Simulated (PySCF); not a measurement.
# Cl2OSm2 (Sm2(O)1(Cl)2): the cost of one run

Method: several levels, as the steps say, no spin–orbit coupling; program: PySCF 2.14.0.

5 further runs of the same task are left out: 2 for a known fault of the program, 3 that didn't finish.

### Step 1. Where the work starts

5 atoms, charge 0, spin multiplicity 1.

Bond lengths: Sm1–O3 2.147 Å, Sm1–Cl4 2.676 Å, Sm2–O3 2.147 Å, Sm2–Cl5 2.676 Å. Angles: O3–Sm1–Cl4 118.3°, O3–Sm2–Cl5 118.3°, Sm1–O3–Sm2 180.0°.

Geometry (Å):

```mol
Cl2OSm2
  3D, bonds by distance, orders not assigned

  5  4  0  0  0  0  0  0  0  0999 V2000
   -0.9492   -0.1195    1.9224 Sm  0  0
    0.9492    0.1195   -1.9224 Sm  0  0
   -0.0000   -0.0000    0.0000 O   0  0
    0.5835    0.0735    4.1071 Cl  0  0
   -0.5835   -0.0735   -4.1071 Cl  0  0
  1  3  8  0
  1  4  8  0
  2  3  8  0
  2  5  8  0
M  END
```

Formal oxidation states: Sm +2. Each metal's 6 4f electrons lie in its core potential, so multiplicities, spins and levels count the valence alone. An earlier session relaxed this geometry at PBE0, Sm lcecp-0-SVP with ECP52, O def2-SVP, Cl def2-SVP (singlet, point group C2h).

At PBE0 on the finer grid: E = -1052.845380 Eh, frontier levels not given, since the 4f levels lie in the core, Mulliken charge on Sm1 +0.81 e, largest force component 0.007 eV/Å. 

Levels to run: B3LYP; HF; BLYP; BP86. Hardware: 2 threads of Intel Xeon at 2.50GHz (Skylake/Cascade Lake), shared host.

### Step 2. B3LYP

run.py (the lines that set the calculation) reads:

```python
mol = gto.M(atom='''
Sm    -0.94924    -0.11949     1.92235
Sm     0.94924     0.11949    -1.92235
O      0.00000     0.00000     0.00000
Cl     0.58352     0.07345     4.10711
Cl    -0.58352    -0.07345    -4.10711''',
    basis={'Sm': 'lcecp-0-SVP', 'O': 'def2-SVP', 'Cl': 'def2-SVP'},
    ecp={'Sm': 'lcecp-0-SVP'},
    charge=0, spin=0)
mf = dft.RKS(mol, xc='B3LYP')
mf.grids.atom_grid = (75, 302)  # f atoms: unpruned, at least (60, 302)
mf = mf.density_fit()  # fitting sets: Sm AutoAux, O def2-universal-JKFIT, Cl def2-universal-JKFIT
mf.conv_tol = 1e-08; mf.max_cycle = 55
mf.kernel(dm0)  # dm0: the density of the relaxed state
```

On the command line:

```bash
$ OMP_NUM_THREADS=2 python run.py
```

**Question.** How long does this run take on 2 threads of Intel Xeon at 2.50GHz (Skylake/Cascade Lake), shared host?

About 22 s.
